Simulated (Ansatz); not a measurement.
**F2H2OSi2: one species, many methods**

An exercise on one series of results from a longer session: the logs are not shown, and one member is left open.

Program: Ansatz 0.2.0, Gaussian basis. Level of theory: functionals in def2-TZVPP, the program's frozen cores in correlated methods. These are calculated values, not measurements.

The runs, in order: LDA (SPW92), PBE-D4, revPBE-D4, BLYP-D4, r2SCAN-D4, B97M-V, PBE0-D4, B3LYP-D4, r2SCANh-D4, r2SCAN0-D4, HSE06-D4, BHLYP-D4, CAM-B3LYP-D4, LC-ωPBE, ωB97X-V, ωB97M-V, B2PLYP, PBE-QIDH; CCSD(T)/def2-SVP; CCSD(T)/def2-TZVPP; MP2/def2-QZVPP; extrapolation to the limit; RPA on PBE.

## The relaxed structure

All runs share one geometry, relaxed beforehand with PBE0-D4 in a triple-zeta def2 set.

SMILES `F[Si]1(F)O[SiH2]1`, 7 atoms, charge 0, spin multiplicity 1.

Atoms are counted from 1 here; the program's logs count them from 0.

Bond lengths: F1–Si2 1.578 Å, Si2–F3 1.578 Å, Si2–O4 1.648 Å, Si2–Si5 2.174 Å, O4–Si5 1.718 Å, Si5–H6 1.482 Å, Si5–H7 1.482 Å. Angles: F1–Si2–F3 105.1°, F1–Si2–O4 114.7°, F1–Si2–Si5 127.3°, F3–Si2–O4 114.7°, F3–Si2–Si5 127.3°, O4–Si2–Si5 51.2°, Si2–O4–Si5 80.4°, Si2–Si5–O4 48.4°, Si2–Si5–H6 124.7°, Si2–Si5–H7 124.7°, O4–Si5–H6 114.3°, O4–Si5–H7 114.3°, H6–Si5–H7 110.4°.

Set-up of the first run:

in.yaml

```yaml
crystal:
  periodic: [false, false, false]
  atoms:
    - {symbol: F, position_ang: [0.424211, -1.612123, 1.693782]}
    - {symbol: Si, position_ang: [0.037852, -1.025978, 0.280086]}
    - {symbol: F, position_ang: [-0.194247, -2.287968, -0.639076]}
    - {symbol: O, position_ang: [1.103474, 0.077872, -0.322087]}
    - {symbol: Si, position_ang: [-0.304834, 1.058638, -0.232841]}
    - {symbol: H, position_ang: [-0.202348, 2.188850, 0.719988]}
    - {symbol: H, position_ang: [-0.802809, 1.532810, -1.545452]}
basis:
  gaussian: {orbitals: def2-TZVPP}
hamiltonian: {xc: lda}
output: {orbitals: {seedname: orbitals}}
```

Among the steps run: LDA; PBE-D4 (GGA); revPBE-D4 (GGA); BLYP-D4 (GGA); r2SCAN-D4 (meta-GGA); B97M-V (meta-GGA); PBE0-D4 (hybrid); B3LYP-D4 (hybrid); r2SCANh-D4 (hybrid); r2SCAN0-D4 (hybrid); HSE06-D4 (hybrid); BHLYP-D4 (hybrid); CAM-B3LYP-D4 (range-separated); LC-ωPBE (range-separated); ωB97X-V (range-separated); ωB97M-V (range-separated); B2PLYP (double hybrid); PBE-QIDH (double hybrid).

One of the session's tables, all rows but one given; the rest of the session is left out.

It belongs to the step «Frontier levels by functional». 

| functional | HOMO (eV) | LUMO (eV) | gap (eV) |
| --- | --- | --- | --- |
| LDA (SPW92) | -6.63 | -2.58 | 4.05 |
| PBE-D4 | -6.47 | -2.31 | 4.15 |
| revPBE-D4 | -6.40 | -2.20 | 4.20 |
| BLYP-D4 | -6.35 | -2.19 | 4.15 |
| r2SCAN-D4 | -6.71 | -2.00 | 4.71 |
| B97M-V | ? | ? | ? |
| PBE0-D4 | -7.68 | -1.45 | 6.23 |
| B3LYP-D4 | -7.48 | -1.68 | 5.81 |
| r2SCANh-D4 | -7.16 | -1.70 | 5.46 |
| r2SCAN0-D4 | -7.83 | -1.26 | 6.57 |
| HSE06-D4 | -7.28 | -1.82 | 5.45 |
| BHLYP-D4 | -8.80 | -0.53 | 8.27 |
| CAM-B3LYP-D4 | -9.01 | -0.42 | 8.58 |
| LC-ωPBE | -10.28 | 0.77 | 11.05 |
| ωB97X-V | -9.95 | 0.67 | 10.62 |
| ωB97M-V | -9.77 | 0.38 | 10.14 |

Q: Estimate the row for B97M-V from the others.

The run gave: HOMO (eV): -6.76; LUMO (eV): -2.12; gap (eV): 4.63. In the column «HOMO (eV)» it lies between r2SCANh-D4 (-7.16) and r2SCAN-D4 (-6.71).
